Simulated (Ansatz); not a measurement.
**CH4FGaOS: geometry and vibrations**

Aim: relax CH4FGaOS from a cheap starting geometry, then compute its harmonic vibrations to see whether it is a minimum and to get the zero-point energy and entropy, and look at its orbitals and charge.

Computed with Ansatz 0.2.0, Gaussian basis. Level: RKS PBE0-D4/def2-TZVP.

The runs, in order: relaxation at PBE0-D4/def2-TZVP; harmonic vibrations at the same level; a single point in def2-TZVPP for the fields.

## 1. Starting geometry

SMILES `C[S][Ga]([OH])[F]`, 9 atoms, charge 0, spin multiplicity 1.

Atoms are counted from 1 here; the program's logs count them from 0.

Bond lengths: C1–S2 1.835 Å, C1–H6 1.087 Å, C1–H7 1.086 Å, C1–H8 1.086 Å, S2–Ga3 2.221 Å, Ga3–O4 1.755 Å, Ga3–F5 1.771 Å, O4–H9 0.957 Å. Angles: S2–C1–H6 109.9°, S2–C1–H7 105.6°, S2–C1–H8 110.4°, H6–C1–H7 110.1°, H6–C1–H8 110.6°, H7–C1–H8 110.1°, C1–S2–Ga3 98.1°, S2–Ga3–O4 120.0°, S2–Ga3–F5 126.7°, O4–Ga3–F5 113.3°, Ga3–O4–H9 120.2°.

Coordinates:

```xyz
9
charge 0, multiplicity 1
C     1.3860    0.2203    0.9358
S     0.7267    1.4993   -0.2023
Ga   -1.0457    0.3816   -0.9378
O    -1.2855   -1.2917   -0.4669
F    -2.3150    0.9966   -2.0096
H     0.7963    0.1967    1.8481
H     2.4043    0.5243    1.1579
H     1.3831   -0.7529    0.4541
H    -2.0501   -1.7744   -0.7793
```

The start is a GFN2-xTB geometry.

## 2. Optimising with PBE0-D4/def2-TZVP

in.yaml reads:

```yaml
crystal:
  periodic: [false, false, false]
  atoms:
    - {symbol: C, position_ang: [1.385950, 0.220350, 0.935770]}
    - {symbol: S, position_ang: [0.726660, 1.499330, -0.202300]}
    - {symbol: Ga, position_ang: [-1.045740, 0.381550, -0.937790]}
    - {symbol: O, position_ang: [-1.285480, -1.291670, -0.466860]}
    - {symbol: F, position_ang: [-2.315000, 0.996600, -2.009570]}
    - {symbol: H, position_ang: [0.796330, 0.196740, 1.848070]}
    - {symbol: H, position_ang: [2.404260, 0.524350, 1.157890]}
    - {symbol: H, position_ang: [1.383100, -0.752890, 0.454120]}
    - {symbol: H, position_ang: [-2.050070, -1.774350, -0.779330]}
basis:
  gaussian: {orbitals: def2-TZVP}
hamiltonian: {xc: pbe0, dispersion: d4}
relax: {f_tol: 0.005, max_steps: 150}
```

On the command line:

```bash
ansatz run in.yaml --threads 4 --pin off --events-out ev --progress --plain --max-ram 10444MiB
```

After this run come: Force constants and modes; A single point for the fields.

Q: Predict the results of all the runs planned. Wanted: point group; shift from the start; total energy; dispersion term; dipole moment; lowest, highest wavenumber; zero-point energy; HOMO, LUMO.

**Answer**, as computed:

| quantity | value |
| --- | --- |
| point group | Cs |
| steps | 24 |
| shift from the start (rms) | 0.188 Å |
| total energy | -69068.9066 eV |
| dispersion term | -173 meV |
| dipole moment | 2.20 D |
| lowest, highest wavenumber | 41, 3890 cm⁻¹ |
| zero-point energy | 34.5 kcal/mol |
| entropy at 298.15 K | 382.6 J/(mol K) |
| HOMO, LUMO | -7.52, -1.03 eV |

In words: The atoms moved 0.19 Å (rms) from the start; the bond that changed most is S2–Ga3, from 2.221 to 2.163 Å. No mode is imaginary: a true minimum at this level. The stiffest mode, 3890 cm⁻¹, is an O–H stretch, and 5 modes under 200 cm⁻¹ make the vibrational entropy uncertain. Harmonic hybrid wavenumbers usually lie a few per cent above measured fundamentals. The largest Mulliken charge, +0.67 e, sits on Ga3. The HOMO lies mostly on S2 79 % and the LUMO on Ga3 37 %; S2 19 %.
